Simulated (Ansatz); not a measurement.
# C2H3BO: the cost of one run

Program: Ansatz 0.2.0 through its Python package. Level of theory: CAM-B3LYP/def2-SVP. These are calculated values, not measurements.

## 1. Starting point

Bond lengths: B1–C2 1.493 Å, C2–C3 1.290 Å, C3–O4 1.248 Å, B1–H5 1.232 Å, B1–H6 1.204 Å, C2–H7 1.100 Å. Angles: B1–C2–C3 119.0°, B1–C2–H7 120.8°, C3–C2–H7 120.1°, C2–B1–H5 121.2°, C2–B1–H6 124.7°, H5–B1–H6 114.1°, C2–C3–O4 173.7°.

The script holds or builds the structure itself.

## 2. Script

Input file scan.py:

```python
"""Stretching a bond of C2H3BO, the rest held rigid."""

import ansatz as az
import matplotlib.pyplot as plt
import numpy as np

GEOMETRY = """
B    -0.64450    0.82070   -0.19580
C     0.48310   -0.15340   -0.29340
C     0.52620   -1.14590    0.53000
O     0.70190   -2.08340    1.33430
H    -0.74700    1.75850   -0.98810
H    -1.53460    0.76070    0.61290
H     1.27600   -0.02520   -1.04560
"""

molecule = az.Crystal.molecule()
for line in GEOMETRY.strip().splitlines():
    symbol, *xyz = line.split()
    molecule = molecule.atom(symbol, [float(v) for v in xyz])

symbols = [site.symbol for site in molecule.cartesian_sites]
start = np.array([site.position_ang for site in molecule.cartesian_sites])
axis = (start[3] - start[2]) / np.linalg.norm(start[3] - start[2])
moving = [3]
lengths, energies = [1.098, 1.148, 1.198, 1.248, 1.298, 1.347, 1.397, 1.472], []
for length in lengths:
    xyz = start.copy()
    xyz[moving] += (length - np.linalg.norm(start[3] - start[2])) * axis
    point = az.Crystal.molecule()
    for symbol, place in zip(symbols, xyz):
        point = point.atom(symbol, place.tolist())
    base = (
        point.calculation()
        .basis(gaussian="def2-SVP")
        .functional("cam_b3lyp")
    )
    r = base.run(threads=1, backend="cpu").report
    energies.append(r["free_energy_ev"])
    print(f"r = {length:6.3f} A  E = {energies[-1]:.5f} eV  <S^2> = {abs(r['mean_field']['state']['spin_squared']):.3f}")

# quartic fit about the minimum
fit = np.polynomial.Polynomial.fit(lengths, np.array(energies) - min(energies), 4).convert()
roots = [r.real for r in fit.deriv().roots() if abs(r.imag) < 1e-9 and fit.deriv(2)(r.real) > 0]
r_e = min(roots, key=lambda r: abs(r - lengths[int(np.argmin(energies))]))
print(f"minimum of the fit at {r_e:.4f} A, force constant {fit.deriv(2)(r_e):.2f} eV/A^2")
plt.figure(figsize=(4.5, 3))
plt.plot(lengths, np.array(energies) - min(energies), "o-")
plt.xlabel("bond length (A)")
plt.ylabel("E - E(min) (eV)")
plt.tight_layout()
plt.savefig("scan.png", dpi=100)
```

## 3. What the engine is handed

The engine receives this input (first run):

```yaml
crystal:
  periodic: [false, false, false]
  atoms:
    - { symbol: B, position_ang: [-0.6445, 0.8207, -0.1958] }
    - { symbol: C, position_ang: [0.4831, -0.1534, -0.2934] }
    - { symbol: C, position_ang: [0.5262, -1.1459, 0.53] }
    - { symbol: O, position_ang: [0.6808233556543799, -1.9709392482981287, 1.2378176718999305] }
    - { symbol: H, position_ang: [-0.747, 1.7585, -0.9881] }
    - { symbol: H, position_ang: [-1.5346, 0.7607, 0.6129] }
    - { symbol: H, position_ang: [1.276, -0.0252, -1.0456] }
basis:
  gaussian:
    orbitals: def2-SVP
hamiltonian:
  xc: cam_b3lyp
```

## 4. Running it

Command:

```console
$ python scan.py
```

**Question.** How long does this script take on 1 thread of Arm Neoverse V2, shared host, and how much memory does it need?

About 10 s, with a peak of 0.24 GiB.
